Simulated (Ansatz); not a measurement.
# VS (quartet): wave-function methods side by side, def2-TZVPP

An exercise on one series of results from a longer session: the logs are not shown, and one member is left open.

Computed with Ansatz 0.2.0, Gaussian basis. Level: def2-TZVPP, core rule «outside noble gas», up to 14 orbitals frozen.

Plan: UHF; ROHF; CCSD(T) on UHF.

2 further runs of the same task are left out: 2 set aside as unsound or not needed.

**The geometry**

The geometry is a PBE0/def2-TZVP stationary point (not a proven minimum) of the parent state, kept for this charge and spin.

2 atoms, charge 0, spin multiplicity 4.

Atoms are counted from 1 here; the program's logs count them from 0.

Bond lengths: V1–S2 2.015 Å.

Geometry (Å):

```
atom    x (Å)    y (Å)    z (Å)
  V1  0.00000  0.00000  0.00000
  S2  0.00000  0.00000  2.01480
```

Set-up of the first run:

The input, in.yaml:

```yaml
crystal:
  periodic: [false, false, false]
  atoms:
    - {symbol: V, position_ang: [0.000000, 0.000000, 0.000000]}
    - {symbol: S, position_ang: [0.000000, 0.000000, 2.014800]}
basis:
  gaussian: {orbitals: def2-TZVPP}
magnetization: {spin_polarized: true, initial_magnetization: 3}
hamiltonian: {xc: hf}
output: {orbitals: {seedname: orbitals}}
```

Launch:

```console
ansatz run in.yaml --threads 1 --pin off --events-out ev --progress --plain --max-ram 4096MiB --backend cpu
```

Steps of the session up to this table: UHF; ROHF; CCSD(T) on UHF.

One table of the session follows, with a row left open; its other results are not shown here.

```
  method  from UCCSD(T) (meV)
    ROHF              +9063.5
     UHF              +8589.0
    UMP2              +1627.6
   UCCSD                    ?
UCCSD(T)                    0
```

Estimate the missing values for UCCSD.

As computed: from UCCSD(T) (meV): +664.7. In the column «from UCCSD(T) (meV)» it lies between UCCSD(T) (0) and UMP2 (+1627.6).

Caveats from the session: Warnings: spin contamination; coupled cluster took another determinant than the lowest.
